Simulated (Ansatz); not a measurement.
# NiPS3: the cost of one run

Computed with Ansatz 0.2.0 (DFT LDA, scalar-relativistic, plane waves, PAW, unless a step's input says otherwise).

**1. The starting structure**

The structure is monoclinic, space group C2/m (No. 12). Conventional cell: a = 5.798 Å, b = 10.038 Å, c = 6.600 Å, α = 90.00°, β = 106.92°, γ = 90.00°. Ni (site symmetry 2) is surrounded by 6 S at 2.44 Å. P (site symmetry m) has 3 S at 2.03 to 2.04 Å and 1 P at 2.16 Å as nearest neighbours. S (site symmetry 1) has 1 P at 2.03 Å and 2 Ni at 2.44 Å as nearest neighbours. S (site symmetry m) has 1 P at 2.04 Å and 2 Ni at 2.44 Å as nearest neighbours.

Coordinates:

```cif
data_structure
_symmetry_space_group_name_H-M 'C2/m'
_symmetry_Int_Tables_number 12
_cell_length_a 5.7985
_cell_length_b 10.0382
_cell_length_c 6.5999
_cell_angle_alpha 90.000
_cell_angle_beta 106.919
_cell_angle_gamma 90.000
_cell_volume 367.53
loop_
_atom_site_label
_atom_site_type_symbol
_atom_site_symmetry_multiplicity
_atom_site_Wyckoff_symbol
_atom_site_fract_x
_atom_site_fract_y
_atom_site_fract_z
_atom_site_occupancy
Ni1 Ni 4 g 0.50000 0.16660 0.00000 1
P1 P 4 i 0.05775 0.00000 0.17113 1
S1 S 8 j 0.25166 0.17128 0.24105 1
S2 S 4 i 0.26141 0.00000 0.75825 1
```

**2. Single point: NiPS3, moments ++++**

Contents of input.yaml:

```yaml
crystal:
  lattice:
    - [5.798482, 0.0, -0.000597]
    - [0.0, 10.038175, 0.0]
    - [-1.920038, 0.0, 6.314416]
  atoms:
    - { symbol: Ni, position: [0.0, 0.666595, 0.0], spin: 2.0 }
    - { symbol: Ni, position: [0.5, 0.166595, 0.0], spin: 2.0 }
    - { symbol: Ni, position: [0.0, 0.333405, 0.0], spin: 2.0 }
    - { symbol: Ni, position: [0.5, 0.833405, 0.0], spin: 2.0 }
    - { symbol: P, position: [0.057749, 0.0, 0.171129] }
    - { symbol: P, position: [0.557749, 0.5, 0.171129] }
    - { symbol: P, position: [0.442251, 0.5, 0.828871] }
    - { symbol: P, position: [0.942251, 0.0, 0.828871] }
    - { symbol: S, position: [0.251659, 0.171276, 0.241048] }
    - { symbol: S, position: [0.751659, 0.671276, 0.241048] }
    - { symbol: S, position: [0.248341, 0.671276, 0.758952] }
    - { symbol: S, position: [0.748341, 0.171276, 0.758952] }
    - { symbol: S, position: [0.26141, 0.0, 0.758252] }
    - { symbol: S, position: [0.76141, 0.5, 0.758252] }
    - { symbol: S, position: [0.23859, 0.5, 0.241748] }
    - { symbol: S, position: [0.73859, 0.0, 0.241748] }
    - { symbol: S, position: [0.251659, 0.828724, 0.241048] }
    - { symbol: S, position: [0.751659, 0.328724, 0.241048] }
    - { symbol: S, position: [0.248341, 0.328724, 0.758952] }
    - { symbol: S, position: [0.748341, 0.828724, 0.758952] }
magnetization:
  spin_polarized: true
scf:
  occupations: { method: gaussian, width: 0.02 }
output:
  forces: true
  stress: true
  populations: true
  write_density: true
  write_potential: true
  elf: true
  volumetric_format: npy
hamiltonian:
  xc: lda
kpoints:
  mp_grid: { grid: [5, 3, 4] }
```

Launch:

```
ansatz run input.yaml --threads 4 --pin off --max-ram 12288MiB --backend cpu --events-out ev --progress --plain --runs-dir out
```

Q: Estimate wall time and peak memory on 4 threads of Arm Neoverse V2, shared host.

About 7.8 min, with a peak of 4.6 GiB.
